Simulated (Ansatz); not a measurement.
# GaBr₂Cl: a ladder of functionals and wavefunction methods

Aim: compute GaBr₂Cl with functionals from several rungs and with coupled cluster, and see how far each lands from CCSD(T) at the basis-set limit for the atomisation energy.

Method: functionals in def2-TZVPP, the program's frozen cores in correlated methods; program: Ansatz 0.2.0, Gaussian basis.

The runs, in order: LDA (SPW92), PBE-D4, revPBE-D4, BLYP-D4, r2SCAN-D4, B97M-V, PBE0-D4, B3LYP-D4, r2SCANh-D4, r2SCAN0-D4, HSE06-D4, BHLYP-D4, CAM-B3LYP-D4, LC-ωPBE, ωB97X-V, ωB97M-V, B2PLYP, PBE-QIDH; CCSD(T)/def2-SVP; CCSD(T)/def2-TZVPP; MP2/def2-QZVPP; extrapolation to the limit; RPA on PBE.

## Step 1: Structure used throughout

The geometry comes from an earlier relaxation with PBE0-D4 in a triple-zeta def2 set; it is a stationary point.

SMILES `[Cl][Ga]([Br])[Br]`, 4 atoms, charge 0, spin multiplicity 1.

Atoms are counted from 1 here; the program's logs count them from 0.

Bond lengths: Cl1–Ga2 2.117 Å, Ga2–Br3 2.258 Å, Ga2–Br4 2.258 Å. Angles: Cl1–Ga2–Br3 119.6°, Cl1–Ga2–Br4 119.6°, Br3–Ga2–Br4 120.8°.

Geometry (Å):

```csv
atom,x (Å),y (Å),z (Å)
Cl1,0.7531,0.6533,1.8954
Ga2,0.0237,-0.0062,0.0202
Br3,0.2587,-2.1731,-0.5689
Br4,-0.9800,1.4657,-1.3669
```

## Step 2: LDA

This LDA is Slater exchange with PW92 correlation.

in.yaml

```yaml
crystal:
  periodic: [false, false, false]
  atoms:
    - {symbol: Cl, position_ang: [0.753062, 0.653327, 1.895387]}
    - {symbol: Ga, position_ang: [0.023709, -0.006162, 0.020228]}
    - {symbol: Br, position_ang: [0.258713, -2.173100, -0.568930]}
    - {symbol: Br, position_ang: [-0.979984, 1.465734, -1.366884]}
basis:
  gaussian: {orbitals: def2-TZVPP}
hamiltonian: {xc: lda}
output: {orbitals: {seedname: orbitals}}
```

Started as:

```sh
> ansatz run in.yaml --threads 2 --pin off --events-out ev --progress --plain --max-ram 22528MiB --backend cpu
```

After this run come: PBE-D4 (GGA); revPBE-D4 (GGA); BLYP-D4 (GGA); r2SCAN-D4 (meta-GGA); B97M-V (meta-GGA); B3LYP-D4 (hybrid); r2SCANh-D4 (hybrid); r2SCAN0-D4 (hybrid); HSE06-D4 (hybrid); BHLYP-D4 (hybrid); CAM-B3LYP-D4 (range-separated); LC-ωPBE (range-separated); ωB97X-V (range-separated); ωB97M-V (range-separated); B2PLYP (double hybrid); PBE-QIDH (double hybrid); CCSD(T) in def2-SVP; CCSD(T) in def2-TZVPP; MP2 in def2-QZVPP; RPA on PBE orbitals.

Q: Predict the results of all the runs planned. Wanted: atomisation energy, CCSD(T)/CBS; farthest beyond LDA; mean size of error, GGA; mean size of error, meta-GGA; mean size of error, hybrid; mean size of error, range-separated; mean size of error, double hybrid; gap, smallest and largest; T1 diagnostic.

The runs gave:

| quantity | value |
| --- | --- |
| atomisation energy, CCSD(T)/CBS | 10.684 eV |
| functionals within 0.107 eV (1.0 %) | PBE-D4, r2SCAN-D4, PBE0-D4, r2SCANh-D4, r2SCAN0-D4, HSE06-D4, PBE-QIDH |
| farthest beyond LDA | BLYP-D4 (-0.755 eV) |
| mean size of error, GGA | 0.418 eV |
| mean size of error, meta-GGA | 0.107 eV |
| mean size of error, hybrid | 0.269 eV |
| mean size of error, range-separated | 0.354 eV |
| mean size of error, double hybrid | 0.297 eV |
| gap, smallest and largest | 4.34 eV (LDA (SPW92)), 11.66 eV (LC-ωPBE) |
| T1 diagnostic | 0.0092 |
| triples share of the correlation energy | 3.8 % |

The LDA atomisation energy is off by 1.501 eV (14 %): it overbinds. PBE-D4 is off by -0.040 eV. Double hybrids carry the basis error of their MP2 part in triple zeta, and no dispersion term here, so their miss is partly the set-up's. Taken by rung, meta-GGA functionals do best (0.107 eV on average) and GGA ones worst beyond LDA (0.418 eV). RPA and LDA stand outside this count. Misses under about 0.107 eV are within the doubt on the reference itself, which lacks core-valence correlation, relativity and higher excitations, and its outer-core shells are covered unevenly. All levels share the lack of spin-orbit coupling, which lowers the free heavy atoms and so the true binding. Hartree-Fock recovers 73 % of the binding; the rest is correlation. CCSD(T) in def2-SVP is off by -0.850 eV, worse than the median functional, from the basis alone. Orbital gaps span 4.3 to 11.7 eV; exact exchange widens them. Correlated methods include outer-core shells of Br, Ga, which these sets cover unevenly.
